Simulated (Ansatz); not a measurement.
**CH3AlBr radical: how energies converge with the basis set**

The task here is to estimate one member of a computed series from the others.

Computed with Ansatz 0.2.0, Gaussian basis. Level: one geometry, several basis sets.

Levels to be run: PBE0-D4/def2-SVP; ωB97M-V/def2-SVP; PBE0-D4/def2-QZVPP; ωB97M-V/def2-QZVPP; the functionals' def2-TZVPP values are taken from earlier runs.

**Structure used throughout**

All runs share one geometry, relaxed beforehand with PBE0-D4 in a triple-zeta def2 set.

6 atoms, charge 0, spin multiplicity 2.

Atoms are counted from 1 here; the program's logs count them from 0.

Bond lengths: C1–Al2 1.965 Å, C1–H4 1.094 Å, C1–H5 1.093 Å, C1–H6 1.094 Å, Al2–Br3 2.287 Å. Angles: Al2–C1–H4 110.3°, Al2–C1–H5 110.3°, Al2–C1–H6 110.4°, H4–C1–H5 109.1°, H4–C1–H6 107.5°, H5–C1–H6 109.1°, C1–Al2–Br3 117.6°.

Coordinates:

```
C    -0.3921    0.5122   -0.3086
Al    1.1199   -0.7423   -0.3066
Br    1.3615   -2.1057    1.5141
H    -0.0314    1.5419   -0.3840
H    -0.9758    0.4037    0.6087
H    -1.0399    0.3262   -1.1698
```

Set-up of the first run:

in.yaml

```yaml
crystal:
  periodic: [false, false, false]
  atoms:
    - {symbol: C, position_ang: [-0.392126, 0.512198, -0.308557]}
    - {symbol: Al, position_ang: [1.119925, -0.742324, -0.306576]}
    - {symbol: Br, position_ang: [1.361482, -2.105692, 1.514084]}
    - {symbol: H, position_ang: [-0.031450, 1.541921, -0.383990]}
    - {symbol: H, position_ang: [-0.975810, 0.403716, 0.608661]}
    - {symbol: H, position_ang: [-1.039920, 0.326181, -1.169823]}
basis:
  gaussian: {orbitals: def2-SVP}
magnetization: {spin_polarized: true, initial_magnetization: 1}
hamiltonian: {xc: pbe0, dispersion: d4}
output: {orbitals: {seedname: orbitals}}
```

Among the steps run: PBE0-D4 in def2-SVP; ωB97M-V in def2-SVP; PBE0-D4 in def2-QZVPP; ωB97M-V in def2-QZVPP.

One of the session's tables, all rows but one given; the rest of the session is left out.

It belongs to the step «Density functionals: the series». 

```
functional       basis  HOMO (eV)  LUMO (eV)
   PBE0-D4    def2-SVP          ?          ?
   PBE0-D4  def2-TZVPP      -5.76      -2.50
   PBE0-D4  def2-QZVPP      -5.77      -2.53
   ωB97M-V    def2-SVP      -7.34      -1.04
   ωB97M-V  def2-TZVPP      -7.40      -1.06
   ωB97M-V  def2-QZVPP      -7.44      -1.15
```

**Question.** Estimate the row for PBE0-D4, def2-SVP.

The run gave: HOMO (eV): -5.71; LUMO (eV): -2.48. In the column «HOMO (eV)» it is the highest.
